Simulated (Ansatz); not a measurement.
# TiTc: the cost of one run

Program: Ansatz 0.2.0. Level of theory: DFT PBEsol, scalar-relativistic. These are calculated values, not measurements.

## 1. Starting point

The structure is cubic, space group Pm-3m (No. 221). The conventional cell has a = 3.110 Å, b = 3.110 Å, c = 3.110 Å, α = 90.00°, β = 90.00°, γ = 90.00°. Around Ti (site symmetry m-3m) lie 8 Tc at 2.69 Å. Tc (site symmetry m-3m) is surrounded by 8 Ti at 2.69 Å.

As a file:

```cif
data_structure
_symmetry_space_group_name_H-M 'P 1'
_symmetry_Int_Tables_number 1
_cell_length_a 3.1100
_cell_length_b 3.1100
_cell_length_c 3.1100
_cell_angle_alpha 90.000
_cell_angle_beta 90.000
_cell_angle_gamma 90.000
_cell_volume 30.08
loop_
_atom_site_label
_atom_site_type_symbol
_atom_site_fract_x
_atom_site_fract_y
_atom_site_fract_z
_atom_site_occupancy
Ti1 Ti 0.50000 0.50000 0.50000 1
Tc1 Tc 0.00000 0.00000 0.00000 1
```

The geometry is a database entry used as it stands. It may stem from high pressure or temperature, or be incomplete, so it serves as a test cell.

Atoms are numbered in the order of the input: Ti1, Tc2.

## 2. Volume × 0.94, LAPW

Input file input.yaml:

```yaml
crystal:
  lattice:
    - [3.0465127981, 0.0, 0.0]
    - [0.0, 3.0465127981, 0.0]
    - [0.0, 0.0, 3.0465127981]
  atoms:
    - { symbol: Ti, position: [0.5, 0.5, 0.5] }
    - { symbol: Tc, position: [0.0, 0.0, 0.0] }
kpoints:
  mp_grid: { grid: [12, 12, 12] }
  band_path:
    path:
      - [0.0, 0.0, 0.0]
      - [0.0, 0.5, 0.0]
      - [0.5, 0.5, 0.0]
      - [0.0, 0.0, 0.0]
      - [0.5, 0.5, 0.5]
      - [0.0, 0.5, 0.0]
      - [0.5, 0.5, 0.5]
      - [0.5, 0.5, 0.0]
    npoints: 5
scf:
  occupations: { method: fermi_dirac, width: 0.08 }
hamiltonian:
  xc: pbesol
  pseudopotentials: { kind: all_electron, lapw: { basis_error: 0.00025 } }
output:
  forces: true
  stress: true
  eigenvalues: true
```

Started as:

```console
$ ansatz run input.yaml --threads 1 --pin off --max-ram 3072MiB --backend cpu --events-out ev --progress --plain --runs-dir out
```

What time and memory should one allow on 1 thread of Intel Xeon 6975P-C (Granite Rapids), shared host?

About 17 s, with a peak of 0.54 GiB.
